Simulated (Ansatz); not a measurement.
# TiO2 (Rutile): the cost of one run

Program: Ansatz 0.2.0 through its Python package. Level of theory: DFT r2SCAN+D3(BJ) with three-body term, plane waves, norm-conserving potentials. These are calculated values, not measurements.

**1. Starting point**

The structure is tetragonal, space group P4_2/mnm (No. 136). Conventional cell: a = 4.592 Å, b = 4.592 Å, c = 2.957 Å, α = 90.00°, β = 90.00°, γ = 90.00°. Ti (site symmetry mmm) is surrounded by 6 O at 1.95 to 1.98 Å. Around O (site symmetry m2m) lie 3 Ti at 1.95 to 1.98 Å.

The script holds or builds the structure itself.

**2. The script**

Input file survey.py:

```python
"""One SCF of TiO2 and its post-processing."""

import warnings

import ansatz as az
import numpy as np
from pymatgen.core import Structure
from scipy.ndimage import map_coordinates


def main() -> None:
    warnings.simplefilter("ignore", az.DeckWarning)

    lattice = az.Lattice.of(
        (4.5922, 0.0, 0.0),
        (0.0, 4.5922, 0.0),
        (0.0, 0.0, 2.9574),
    )
    sites = [
        ("Ti", (0.0, 0.0, 0.0)),
        ("Ti", (0.5, 0.5, 0.5)),
        ("O", (0.30496, 0.30496, 0.0)),
        ("O", (0.19504, 0.80496, 0.5)),
        ("O", (0.69504, 0.69504, 0.0)),
        ("O", (0.80496, 0.19504, 0.5)),
    ]
    cell = az.Crystal(lattice=lattice)
    for symbol, position in sites:
        cell = cell.atom(symbol, position)

    setup = (
        cell.calculation()
        .mixing("broyden", preconditioner="local_kerker")
        .scf(lower_state_search="off")
        .kpoints(mesh=(4, 4, 5))
        .accuracy("low")
        .pseudopotentials("nc")
        .occupations("fixed")
        .functional("r2scan", dispersion="d3bjatm")
        .density()
        .band_table()
    )
    def show(event):
        row = event["data"]
        if event["event"] == "scf_iter" and row.get("harris_foulkes_ev") is not None:
            print(f"  iteration {row['iter']:3d}  Harris-Foulkes {row['harris_foulkes_ev']:.5f} eV  residual {row['dr2_ev']:.2e}")


    done = setup.session().plan().execute(on_event=show)
    rep = done.report

    for key in ("converged", "n_iterations", "n_electrons", "n_kpoints", "n_pw", "n_symmetry_ops", "free_energy_ev", "fermi_energy_ev"):
        print(f"{key:18s} {rep[key]}")

    for term in (az.EnergyTerm.SMEARING, az.EnergyTerm.DISPERSION):
        print(f"F without {term.name.lower()}: {az.free_energy_without(rep, term):.5f} eV")

    final = Structure(done.lattice.cell_ang, [s.symbol for s in done.lattice.sites], [s.position_frac for s in done.lattice.sites])
    # smooth valence density along the shortest bond of atom 0
    rho = done.density()
    total = sum(channel.density_e_per_ang3 for channel in rho.channels[:2])
    grid_cell = np.asarray(rho.fft_grid_basis) @ done.lattice.cell_ang
    partner = min(final.get_neighbors(final[0], 5.0), key=lambda n: n.nn_distance)
    line = np.linspace(final[0].coords, partner.coords, 9)
    points = (line @ np.linalg.inv(grid_cell)) * rho.dims
    values = map_coordinates(total, points.T, order=3, mode="grid-wrap")
    print(f"from {final[0].specie} to {partner.specie}, {partner.nn_distance:.3f} A")
    for t, value in zip(np.linspace(0, partner.nn_distance, 9), values):
        print(f"{t:7.3f} A  {value:9.4f} e/A^3")

    distances = np.array([n.nn_distance for shell in final.get_all_neighbors(5.0) for n in shell])
    values, counts = np.unique(distances.round(2), return_counts=True)
    print("distance (A)  neighbours per atom")
    for value, count in list(zip(values, counts))[:14]:
        print(f"{value:10.2f} {count / len(final):10.2f}")

    # the band energy is the weighted sum of filled levels
    eps, occ = np.array(rep["eigenvalues_ev"]), np.array(rep["occupations"])
    wk = np.tile(rep["kweights"], len(eps) // len(rep["kweights"]))
    print(f"sum of w f eps = {wk @ (eps * occ).sum(axis=1):.4f} eV, reported band energy {rep['components']['e_band']:.4f} eV")


if __name__ == "__main__":
    main()
```

**3. What the engine is handed**

The engine receives this input:

```yaml
crystal:
  lattice:
    - [4.5922, 0.0, 0.0]
    - [0.0, 4.5922, 0.0]
    - [0.0, 0.0, 2.9574]
  atoms:
    - { symbol: Ti, position: [0.0, 0.0, 0.0] }
    - { symbol: Ti, position: [0.5, 0.5, 0.5] }
    - { symbol: O, position: [0.30496, 0.30496, 0.0] }
    - { symbol: O, position: [0.19504, 0.80496, 0.5] }
    - { symbol: O, position: [0.69504, 0.69504, 0.0] }
    - { symbol: O, position: [0.80496, 0.19504, 0.5] }
accuracy: low
kpoints:
  mp_grid:
    grid: [4, 4, 5]
hamiltonian:
  xc: r2scan
  dispersion: d3bjatm
  pseudopotentials:
    kind: nc
scf:
  lower_state_search: "off"
  mixing:
    algorithm: broyden
    preconditioner: local_kerker
  occupations:
    method: fixed
output:
  write_density: true
  eigenvalues: true
```

**4. Running it**

The run is started by

```sh
> python survey.py
```

Q: Estimate wall time and peak memory on 1 thread of AMD EPYC 7R43 (Zen 3), shared host.

About 13 s, with a peak of 0.58 GiB.
